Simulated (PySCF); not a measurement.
# C₆H₅FO: magnetic properties

What do calculations give for the magnetic properties of C₆H₅FO (`C#CCC(=O)C(=C)F`)?

Programs: PySCF 2.14.0, with routines of our own; each step states its level. All values are computed. Atoms count from 0.

### Step 1. The starting structure

13 atoms, charge 0, multiplicity 1; geometry from: GFN2-xTB.

### Step 2. Magnetic properties: GIAO HF/pcSseg-1

What the job is given:

```
{"job": {"kind": "mag", "xc": "HF", "basis": "pcSseg-1", "isotopologues": 2}, "charge": 0, "multiplicity": 1}
C      2.474961     0.990982     0.548316
C      1.837335     0.060919     0.149165
C      1.022282    -1.049133    -0.306971
C     -0.389085    -0.855702     0.213017
O     -0.892667    -1.563616     1.049897
C     -1.123086     0.302816    -0.362492
C     -2.318715     0.704385     0.048035
F     -0.494905     0.946577    -1.368271
H      3.061971     1.793853     0.880626
H      1.423406    -1.989368     0.077921
H      1.015560    -1.063513    -1.400676
H     -2.817430     1.549495    -0.391992
H     -2.804015     0.172791     0.845700
```

Method: GIAO HF/pcSseg-1 magnetisability, rotational g tensor and spin-rotation constants, non-relativistic, gas phase.

Command:

```bash
OMP_NUM_THREADS=1 python excited_run.py task.json out
```

This one command runs all jobs of the session in turn.

What it wrote:

```text
final grid: 116920 points
cycle   1  E = -404.0328974058  dE =  1.952e+00  |g| = 9.535e-01  |ddm| = 3.409e+00
cycle   2  E = -404.1455404262  dE = -1.126e-01  |g| = 7.792e-01  |ddm| = 1.300e+00
cycle   3  E = -404.2552444476  dE = -1.097e-01  |g| = 1.010e-01  |ddm| = 6.604e-01
cycle   4  E = -404.2588723184  dE = -3.628e-03  |g| = 4.168e-02  |ddm| = 1.637e-01
cycle   5  E = -404.2593540003  dE = -4.817e-04  |g| = 1.277e-02  |ddm| = 5.792e-02
cycle   6  E = -404.2594320572  dE = -7.806e-05  |g| = 6.055e-03  |ddm| = 2.527e-02
cycle   7  E = -404.2594546476  dE = -2.259e-05  |g| = 2.491e-03  |ddm| = 1.581e-02
cycle   8  E = -404.2594578154  dE = -3.168e-06  |g| = 8.743e-04  |ddm| = 5.785e-03
cycle   9  E = -404.2594583042  dE = -4.888e-07  |g| = 3.138e-04  |ddm| = 1.924e-03
cycle  10  E = -404.2594583654  dE = -6.124e-08  |g| = 8.291e-05  |ddm| = 6.729e-04
cycle  11  E = -404.2594583712  dE = -5.816e-09  |g| = 2.718e-05  |ddm| = 2.130e-04
cycle  12  E = -404.2594583719  dE = -7.147e-10  |g| = 1.357e-05  |ddm| = 6.693e-05
converged SCF energy = -404.2594583719

Magnetisability tensor (1e-30 J/T^2)
    -1019.60      -79.36      -88.63
      -79.36    -1025.95     -169.38
      -88.63     -169.38    -1023.47
isotropic -1023.01   principal values   -1254.24   -959.86   -854.93
isotropic susceptibility -61.607 1e-6 cm^3/mol

Inertial axes            a          b          c
rot. const./GHz      2.9758     1.7275     1.3043
chi total           -62.587    -52.792    -69.443
chi diamagnetic    -470.262   -769.037   -971.116
chi paramagnetic    407.675    716.246    901.673
quadrupole/D A        7.437    -10.447      3.010
g nuclear            0.5393     0.5641     0.5449
g electronic        -0.5699    -0.5813    -0.5525
g total             -0.0307    -0.0172    -0.0076

Spin-rotation constants (kHz, H = +C I.J)
atom  isotope        aa         bb         cc
  7    19F        2.204      1.527      0.618
  8     1H       -0.194     -0.146     -0.086
  9     1H       -0.240      0.011     -0.140
 10     1H       -0.288     -0.157      0.009
 11     1H       -0.198      0.079     -0.148
 12     1H       -0.189      0.023     -0.097
  0    13C*       0.652      0.436      0.283
  1    13C*       0.670      0.423      0.257
  2    13C*       0.389      0.266      0.193
  3    13C*       1.385      0.805      0.344
  4    17O*      -1.737     -1.595     -0.224
  5    13C*       0.795      0.908      0.344
  6    13C*       0.708      0.739      0.220
* in the singly substituted isotopologue

Isotopologues: g along a, b, c
2H    at 8,9,10,11,12      -0.0287    -0.0152    -0.0069
13C   at 0                 -0.0301    -0.0169    -0.0076
```

Run time: 12 s. Hardware: 1 thread of Intel Xeon 6975P-C, shared host; peak memory 0.78 GiB.

In short:

```csv
quantity,value
magnetisability,-1023·10⁻³⁰ J/T²
molar susceptibility,-61.6·10⁻⁶ cm³/mol
"rotational g (a, b, c)","-0.0307, -0.0172, -0.0076"
```

The fields below are evaluated on a grid from the run's orbitals.

Frontier orbitals at HF/pcSseg-1, with the share of their density that lies nearest to each atom:

| orbital | energy (eV) | lies on |
| --- | --- | --- |
| HOMO | -10.74 | C5, C6 about 25 % each; C0, C1 about 12 % each; O4 8 % |
| LUMO | 1.89 | C3 26 %; C6 19 %; O4 17 % |

ELF in a plane through or near 5 of the atoms.

Ten even steps from '0' (0.00) to '9' (1.00):
```
0000000000000000000000000000
0000000000000000000000000000
0000000000000000000000000000
0000013200000000000000000000
0000179831100000000000000000
0000499975430000011147510000
0000389866651000233589940000
0000146237861003686689830000
0000257777761015896227410000
0000357833250037686227300000
0000245655864459824588510000
0000012246748542510145200000
0000000026758613410001000000
0000000499982247631000000000
0000000799990025531000000000
0000000189950013210000000000
0000000001200000000000000000
0000000000000000000000000000
0000000000000000000000000000
0000000000000000000000000000
```
The map spans 11.1 Å across and 9.3 Å up, centred on the molecule. Atoms in the plane (x, y in Å): C0 (-2.4, 1.2), C1 (-1.8, 0.2), C3 (0.3, -0.9), C6 (2.4, 0.5), H9 (-1.6, -1.9).

On the surface of density 0.002 e/bohr³ the electrostatic potential runs, from the 1st to the 99th percentile, from -1.56 V near O4 to 1.64 V near H8.

### Step 3. Magnetic properties: GIAO KT2/6-31++G**

The job, as its differences from that of step 2:

```diff
@@ -1,2 +1,2 @@
-{"job": {"kind": "mag", "xc": "HF", "basis": "pcSseg-1", "isotopologues": 2}, "charge": 0, "multiplicity": 1}
+{"job": {"kind": "mag", "xc": "KT2", "basis": "6-31++G**"}, "charge": 0, "multiplicity": 1}
 C      2.474961     0.990982     0.548316
```

With the program's defaults for keys left out, this is: GIAO KT2/6-31++G** magnetisability, rotational g tensor and spin-rotation constants, non-relativistic, gas phase.

What it wrote:

```text
coarse grid: 11792 points
cycle   1  E = -413.0367840197  dE =  1.233e+00  |g| = 1.017e+00  |ddm| = 1.271e+01
cycle   2  E = -411.8275411405  dE =  1.209e+00  |g| = 2.533e+00  |ddm| = 2.427e+01
cycle   3  E = -413.2058860027  dE = -1.378e+00  |g| = 4.327e-01  |ddm| = 1.438e+01
cycle   4  E = -413.2457859603  dE = -3.990e-02  |g| = 1.853e-01  |ddm| = 6.669e+00
cycle   5  E = -413.2507298913  dE = -4.944e-03  |g| = 1.003e-01  |ddm| = 7.287e-01
cycle   6  E = -413.2530606224  dE = -2.331e-03  |g| = 3.477e-02  |ddm| = 3.638e-01
cycle   7  E = -413.2533598034  dE = -2.992e-04  |g| = 9.093e-03  |ddm| = 1.481e-01
cycle   8  E = -413.2533762125  dE = -1.641e-05  |g| = 4.322e-03  |ddm| = 6.444e-02
cycle   9  E = -413.2533808788  dE = -4.666e-06  |g| = 1.264e-03  |ddm| = 1.446e-02
final grid: 116920 points
cycle  10  E = -413.1349564749  dE = -1.234e-04  |g| = 1.703e-02  |ddm| = 7.512e-01
cycle  11  E = -413.1348184637  dE =  1.380e-04  |g| = 3.222e-02  |ddm| = 2.595e-01
cycle  12  E = -413.1350110024  dE = -1.925e-04  |g| = 3.928e-03  |ddm| = 1.376e-01
cycle  13  E = -413.1350144552  dE = -3.453e-06  |g| = 1.759e-03  |ddm| = 2.820e-02
cycle  14  E = -413.1350152191  dE = -7.638e-07  |g| = 2.744e-04  |ddm| = 8.480e-03
cycle  15  E = -413.1350152355  dE = -1.648e-08  |g| = 1.593e-04  |ddm| = 4.477e-03
cycle  16  E = -413.1350152407  dE = -5.208e-09  |g| = 4.122e-05  |ddm| = 3.735e-04
cycle  17  E = -413.1350152411  dE = -3.406e-10  |g| = 1.423e-05  |ddm| = 3.843e-04
converged SCF energy = -413.1350152411

Magnetisability tensor (1e-30 J/T^2)
     -954.26      -80.92      -90.20
      -80.92     -969.43     -163.03
      -90.20     -163.03     -955.09
isotropic -959.59   principal values   -1187.97   -892.50   -798.31
isotropic susceptibility -57.788 1e-6 cm^3/mol

Inertial axes            a          b          c
rot. const./GHz      2.9758     1.7275     1.3043
chi total           -58.671    -49.537    -65.157
chi diamagnetic    -468.190   -768.885   -969.352
chi paramagnetic    409.519    719.348    904.196
quadrupole/D A        6.175     -8.447      2.272
g nuclear            0.5393     0.5641     0.5449
g electronic        -0.5725    -0.5838    -0.5541
g total             -0.0332    -0.0197    -0.0092

Spin-rotation constants (kHz, H = +C I.J)
atom  isotope        aa         bb         cc
  7    19F        3.443      2.142      1.012
  8     1H       -0.185     -0.141     -0.084
  9     1H       -0.233      0.027     -0.142
 10     1H       -0.281     -0.141      0.022
 11     1H       -0.185      0.068     -0.151
 12     1H       -0.181      0.018     -0.094
  0    13C*       0.564      0.367      0.241
  1    13C*       0.601      0.376      0.237
  2    13C*       0.391      0.273      0.195
  3    13C*       1.180      0.711      0.336
  4    17O*      -1.414     -1.327     -0.214
  5    13C*       0.817      0.770      0.347
  6    13C*       0.666      0.577      0.202
* in the singly substituted isotopologue
```

It took 30 s on 1 thread of Intel Xeon 6975P-C, shared host; peak memory 0.55 GiB.

From this job:

```csv
quantity,value
magnetisability,-960·10⁻³⁰ J/T²
molar susceptibility,-57.8·10⁻⁶ cm³/mol
"rotational g (a, b, c)","-0.0332, -0.0197, -0.0092"
```

### Step 4. The levels compared

| level | ξ (10⁻³⁰ J/T²) | g(a) | g(b) | gap (eV) | functions | time |
| --- | --- | --- | --- | --- | --- | --- |
| GIAO HF/pcSseg-1 | -1023 | -0.0307 | -0.0172 | 12.63 | 161 | 12 s |
| GIAO KT2/6-31++G** | -960 | -0.0332 | -0.0197 | 3.27 | 174 | 30 s |

### Step 5. Summary of results

```
                                         quantity                      value
       magnetisability (step 2, GIAO HF/pcSseg-1)           -1023·10⁻³⁰ J/T²
  molar susceptibility (step 2, GIAO HF/pcSseg-1)         -61.6·10⁻⁶ cm³/mol
rotational g (a, b, c) (step 2, GIAO HF/pcSseg-1)  -0.0307, -0.0172, -0.0076
            surface potential, 1st and 99th percentile         -1.56 V and 1.64 V
                  magnetisability over the levels   -1023 to -960·10⁻³⁰ J/T²
```

**Reading.** The magnetisability spreads by 6.4 % over 2 levels, from GIAO HF/pcSseg-1 (12 s) to GIAO KT2/6-31++G** (30 s); the runs took 12 s to 30 s. Two levels can agree by chance, so this spread shows no convergence. Vibrational averaging and real surroundings are missing from these values.
